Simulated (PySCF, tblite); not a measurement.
# C8H24O16Si8: electronic excitations, NMR shifts

Aim: compute the electronic excitations, NMR shifts of C8H24O16Si8 (`CC[Si@]12O[Si@@]3(O)O[Si@]4(O)O[Si@]5(O)O[Si@](O)(O3)O[Si@](CC)(O1)O[Si@@](CC)(O5)O[Si@@](CC)(O4)O2`).

Computed with tblite 0.8.0 and PySCF 2.14.0 and routines of our own; the level stands in each step. Atoms count from 0.

## 1. The system as given

56 atoms, charge 0, multiplicity 1; geometry from: force field, distance geometry or constructed start.

## 2. Optimising the geometry with GFN2-xTB

Job settings and geometry (Å):

```
{"job": {"kind": "relax", "xc": "GFN2-xTB", "basis": "xTB"}, "charge": 0, "multiplicity": 1}
C     -4.169800     1.285800     1.835000
C     -3.825200     1.771700     0.429000
Si    -2.143400     1.128600    -0.230500
O     -1.924900     1.733100    -1.752400
Si    -0.934700     1.766300    -3.042900
O     -1.659200     2.709600    -4.203000
O      0.509000     2.450900    -2.686100
Si     1.848200     2.298300    -1.751300
O      2.827700     3.583400    -2.096300
O      2.672900     0.930400    -2.102100
Si     2.589800    -0.701900    -2.129500
O      4.042400    -1.253000    -2.699600
O      1.418800    -1.235600    -3.132500
Si    -0.184500    -1.229300    -3.426300
O     -0.439500    -2.114500    -4.796800
O     -0.748100     0.283500    -3.697300
O     -1.004900    -1.961800    -2.211700
Si    -1.390000    -1.907300    -0.614300
C     -2.532200    -3.380400    -0.204800
C     -2.978100    -3.458600     1.248000
O     -2.197300    -0.509700    -0.261300
O     -0.030800    -2.028100     0.306800
Si     1.426800    -1.360300     0.706600
C      2.247900    -2.469000     2.024500
C      3.607700    -1.964800     2.511000
O      2.399700    -1.304600    -0.615800
O      1.215500     0.142400     1.330600
Si     0.662700     1.670100     1.081000
C      0.967600     2.688900     2.666500
C      2.426500     2.784200     3.098400
O      1.477200     2.383500    -0.163200
O     -0.955700     1.652900     0.775000
H     -3.427400     1.608200     2.567700
H     -4.240000     0.193800     1.882200
H     -5.141700     1.698600     2.139400
H     -4.604800     1.457900    -0.265900
H     -3.794700     2.864500     0.420900
H     -1.707700     2.287500    -5.071700
H      2.355900     4.425600    -2.157000
H      4.798900    -0.720900    -2.408000
H      0.089800    -2.932900    -4.834800
H     -1.993400    -4.308000    -0.468500
H     -3.407000    -3.314600    -0.859700
H     -2.123500    -3.556000     1.921700
H     -3.548400    -2.565200     1.539700
H     -3.629900    -4.328400     1.390000
H      2.365100    -3.471300     1.607500
H      1.567100    -2.535800     2.880500
H      4.013400    -2.650400     3.263800
H      3.531200    -0.972800     2.965800
H      4.327100    -1.914900     1.690600
H      0.388500     2.236500     3.476000
H      0.569700     3.696100     2.503800
H      2.509000     3.379900     4.005200
H      3.038500     3.258600     2.322800
H      2.847200     1.796800     3.299300
```

Launch:

```bash
> OMP_NUM_THREADS=2 python large_run.py task.json out
```

The driver reads the jobs from task.json and runs them one after another.

The log of the run:

```text
step      E/eV     max force
  0   -2988.34635    1.357
  1   -2988.51600    0.702
  2   -2988.63508    0.917
  3   -2988.70955    0.793
  4   -2988.75628    0.323
  5   -2988.76966    0.159
  6   -2988.78611    0.208
  7   -2988.79989    0.254
  8   -2988.81020    0.167
  9   -2988.81612    0.108
 10   -2988.82152    0.123
 11   -2988.82767    0.134
 12   -2988.83320    0.145
 13   -2988.83723    0.103
 14   -2988.84036    0.085
 15   -2988.84179    0.067
 16   -2988.84407    0.054
 17   -2988.84486    0.045
 18   -2988.84571    0.036
 19   -2988.84654    0.047
 20   -2988.84784    0.056
 21   -2988.84910    0.053
 22   -2988.85003    0.033
 23   -2988.85063    0.030
 24   -2988.85122    0.041
 25   -2988.85189    0.046
 26   -2988.85247    0.035
 27   -2988.85293    0.030
 28   -2988.85341    0.037
 29   -2988.85399    0.046
 30   -2988.85458    0.042
 31   -2988.85499    0.031
 32   -2988.85529    0.029
 33   -2988.85560    0.041
 34   -2988.85601    0.044
 35   -2988.85642    0.037
 36   -2988.85672    0.027
 37   -2988.85695    0.027
 38   -2988.85720    0.026
 39   -2988.85756    0.035
 40   -2988.85802    0.038
 41   -2988.85854    0.031
 42   -2988.85904    0.037
 43   -2988.85946    0.036
 44   -2988.85980    0.033
 45   -2988.86008    0.023
 46   -2988.86032    0.022
 47   -2988.86050    0.021
 48   -2988.86065    0.018
```

It took 3.2 s on 2 threads of Arm Neoverse V1, shared host; peak memory 0.19 GiB.

Step by step:

```
step  energy from step 0 (eV)  largest force (eV/Å)
   0                   0.0000                1.3574
   1                  -0.1697                0.7016
   2                  -0.2887                0.9163
   3                  -0.3632                0.7927
   4                  -0.4099                0.3226
   5                  -0.4233                0.1593
   6                  -0.4398                0.2080
   7                  -0.4535                0.2547
   8                  -0.4639                0.1673
  11                  -0.4813                0.1342
  14                  -0.4940                0.0850
  17                  -0.4985                0.0448
  21                  -0.5028                0.0534
  24                  -0.5049                0.0410
  27                  -0.5066                0.0297
  30                  -0.5082                0.0412
  34                  -0.5097                0.0444
  37                  -0.5106                0.0270
  40                  -0.5117                0.0371
  44                  -0.5135                0.0333
  45                  -0.5137                0.0226
  46                  -0.5140                0.0218
  47                  -0.5141                0.0205
  48                  -0.5143                0.0186
```

Close pairs (by a distance rule), those that changed most:

```
    bond  before (Å)  after (Å)  change (Å)
  Si4–O5       1.661      1.612      -0.050
Si10–O11       1.655      1.611      -0.044
  Si7–O8       1.652      1.612      -0.041
Si13–O14       1.651      1.611      -0.040
  Si2–O3       1.652      1.619      -0.033
O21–Si22       1.652      1.620      -0.032
Si17–O20       1.652      1.620      -0.032
Si13–O15       1.637      1.606      -0.031
```

The next job starts from the end point, and lists it.

## 3. Electronic excitations: TDA B3LYP/def2-SVP

Job settings and geometry (Å):

```
{"job": {"kind": "uv", "basis": "def2-SVP", "grid": 1, "kgrid": 0, "vcut": 1.5, "nstates": 6, "ntriplets": 2, "tda": true, "delta": ["ip_vertical"], "pop": true, "xc": "B3LYP"}, "charge": 0, "multiplicity": 1}
C     -4.124155     1.258689     1.819244
C     -3.801104     1.739528     0.405459
Si    -2.138232     1.104623    -0.236567
O     -1.900543     1.696471    -1.724571
Si    -0.923916     1.723806    -3.002095
O     -1.636566     2.677506    -4.088421
O      0.496906     2.390192    -2.631369
Si     1.810346     2.251390    -1.702765
O      2.833905     3.444761    -2.057285
O      2.662161     0.927029    -2.022001
Si     2.573779    -0.685431    -2.051031
O      3.943104    -1.276126    -2.660912
O      1.434696    -1.222047    -3.049302
Si    -0.148482    -1.214977    -3.365364
O     -0.408325    -1.989040    -4.754680
O     -0.719936     0.258665    -3.652280
O     -0.957507    -1.951183    -2.177705
Si    -1.355564    -1.883691    -0.609346
C     -2.483871    -3.354727    -0.229676
C     -2.927715    -3.401294     1.230804
O     -2.156437    -0.515336    -0.274742
O     -0.032800    -2.003089     0.318870
Si     1.385519    -1.333558     0.726181
C      2.214746    -2.428286     2.029994
C      3.584317    -1.916235     2.474680
O      2.370654    -1.262652    -0.557528
O      1.151907     0.145309     1.345646
Si     0.603734     1.647446     1.081327
C      0.909011     2.673878     2.642588
C      2.387586     2.744904     3.022180
O      1.408603     2.340085    -0.141402
O     -0.986421     1.629071     0.775483
H     -3.351196     1.580389     2.510935
H     -4.172268     0.174042     1.845860
H     -5.080527     1.657578     2.153138
H     -4.601643     1.430803    -0.265708
H     -3.794951     2.829224     0.395852
H     -1.696710     2.381283    -4.993121
H      2.500054     4.331593    -2.164290
H      4.763100    -0.816354    -2.500627
H     -0.005082    -2.841781    -4.896090
H     -1.970501    -4.285130    -0.471071
H     -3.365425    -3.314115    -0.868741
H     -2.062485    -3.483187     1.881794
H     -3.461611    -2.491955     1.489806
H     -3.581512    -4.253046     1.408973
H      2.330415    -3.434718     1.628218
H      1.570241    -2.516799     2.904154
H      4.024587    -2.586627     3.211277
H      3.493490    -0.928011     2.916355
H      4.254143    -1.847370     1.622524
H      0.348498     2.251341     3.476377
H      0.531922     3.686310     2.498833
H      2.527676     3.345115     3.919739
H      2.960988     3.186508     2.212196
H      2.774759     1.746870     3.206335
```

With the program's defaults for keys left out, this is: TDA B3LYP/def2-SVP, vertical, gas phase, core orbitals frozen in the response, virtual orbitals cut by energy.

The log of the run:

```text
start: PBE on a coarse grid of 50582 points
cycle   1  E = -3832.9657671091  dE =  6.622e+00  |g| = 3.031e+00  |ddm| = 8.818e+00
cycle   2  E = -3829.5301463978  dE =  3.436e+00  |g| = 5.152e+00  |ddm| = 6.733e+00
cycle   3  E = -3834.6881755200  dE = -5.158e+00  |g| = 3.190e-01  |ddm| = 4.668e+00
cycle   4  E = -3834.7002420090  dE = -1.207e-02  |g| = 2.320e-01  |ddm| = 4.819e-01
cycle   5  E = -3834.7108756709  dE = -1.063e-02  |g| = 4.780e-02  |ddm| = 1.982e-01
cycle   6  E = -3834.7112987053  dE = -4.230e-04  |g| = 1.414e-02  |ddm| = 5.135e-02
cycle   7  E = -3834.7113416838  dE = -4.298e-05  |g| = 4.265e-03  |ddm| = 1.474e-02
final grid: 212512 points
cycle   8  E = -3838.5284861352  dE = -8.076e-03  |g| = 2.285e-01  |ddm| = 4.731e-01
cycle   9  E = -3838.5192201812  dE =  9.266e-03  |g| = 3.221e-01  |ddm| = 3.914e-01
cycle  10  E = -3838.5378021083  dE = -1.858e-02  |g| = 1.084e-02  |ddm| = 2.312e-01
cycle  11  E = -3838.5378273322  dE = -2.522e-05  |g| = 4.312e-03  |ddm| = 1.528e-02
cycle  12  E = -3838.5378273250  dE =  7.221e-09  |g| = 1.294e-03  |ddm| = 3.782e-03
cycle  13  E = -3838.5378280732  dE = -7.482e-07  |g| = 2.372e-04  |ddm| = 1.343e-03
cycle  14  E = -3838.5378286575  dE = -5.843e-07  |g| = 1.118e-04  |ddm| = 2.963e-04
cycle  15  E = -3838.5378305044  dE = -1.847e-06  |g| = 2.836e-05  |ddm| = 1.044e-04
converged SCF energy = -3838.5378305044
Vertical ionisation energy (delta-SCF) = 9.4848 eV   <S^2> = 0.751

Static polarisability (au): isotropic 238.839, principal 234.994 238.254 243.270

Singlet excitations
state   eV       nm        f      main configurations
  1   7.3360    169.0   0.00348   H->L 0.84, H-1->L 0.14
  2   7.3439    168.8   0.03323   H-1->L 0.84, H->L 0.14
  3   7.3544    168.6   0.03650   H-2->L 0.98
  4   7.4732    165.9   0.00033   H-4->L 0.92
  5   7.6831    161.4   0.00381   H-5->L 0.79, H-3->L 0.10
  6   7.6953    161.1   0.03554   H-3->L 0.66, H-6->L 0.28

Triplet excitations (Tamm-Dancoff, eV): 7.2731 7.2793
```

Run time: 8.6 min. Hardware: 2 threads of Arm Neoverse V1, shared host; peak memory 1.9 GiB.

The orbitals next to the gap, with their largest atomic shares:

```
orbital     eV                          atoms
 HOMO−4  -8.60    O31 12 %, O3 10 %, O30 10 %
 HOMO−3  -8.54       C23 9 %, C28 9 %, C1 8 %
 HOMO−2  -8.21   C23 20 %, Si22 10 %, C1 10 %
 HOMO−1  -8.19  C28 19 %, C18 12 %, Si27 10 %
   HOMO  -8.18    C1 18 %, C18 10 %, Si2 10 %
   LUMO  -0.19    Si7 8 %, Si10 8 %, Si13 8 %
 LUMO+1   1.16      H44 7 %, H33 7 %, C19 4 %
 LUMO+2   1.18      H49 7 %, H55 7 %, H39 6 %
 LUMO+3   1.31    H38 18 %, H39 11 %, H40 8 %
```

With each of the 6 states as a Gaussian band of 0.4 eV half-width at 1/e, the curve within the window shown has maxima at 166 nm (ε 3,900) L/(mol cm). Beyond the last state computed it falls off for lack of states. The curve at chosen wavelengths:

```json
{"nm": "155", "ε (L/mol/cm)": "1124"}
{"nm": "156", "ε (L/mol/cm)": "1405"}
{"nm": "157", "ε (L/mol/cm)": "1711"}
{"nm": "158", "ε (L/mol/cm)": "2033"}
{"nm": "159", "ε (L/mol/cm)": "2361"}
{"nm": "161", "ε (L/mol/cm)": "2989"}
{"nm": "162", "ε (L/mol/cm)": "3266"}
{"nm": "163", "ε (L/mol/cm)": "3503"}
{"nm": "164", "ε (L/mol/cm)": "3691"}
{"nm": "165", "ε (L/mol/cm)": "3820"}
{"nm": "166", "ε (L/mol/cm)": "3884"}
{"nm": "167", "ε (L/mol/cm)": "3881"}
{"nm": "168", "ε (L/mol/cm)": "3811"}
{"nm": "170", "ε (L/mol/cm)": "3486"}
{"nm": "171", "ε (L/mol/cm)": "3248"}
{"nm": "172", "ε (L/mol/cm)": "2973"}
{"nm": "173", "ε (L/mol/cm)": "2675"}
{"nm": "174", "ε (L/mol/cm)": "2366"}
{"nm": "175", "ε (L/mol/cm)": "2058"}
{"nm": "176", "ε (L/mol/cm)": "1760"}
{"nm": "177", "ε (L/mol/cm)": "1481"}
{"nm": "179", "ε (L/mol/cm)": "1000"}
{"nm": "180", "ε (L/mol/cm)": "803"}
{"nm": "181", "ε (L/mol/cm)": "635"}
{"nm": "182", "ε (L/mol/cm)": "495"}
{"nm": "183", "ε (L/mol/cm)": "381"}
```

Ground-state properties from the same run:

```
           property  computed
  dipole moment (D)      0.90
polarisability (Å³)     35.39
 HOMO–LUMO gap (eV)      7.99
      −ε(HOMO) (eV)      8.18
```

(Part 1 of 2 ends here.)
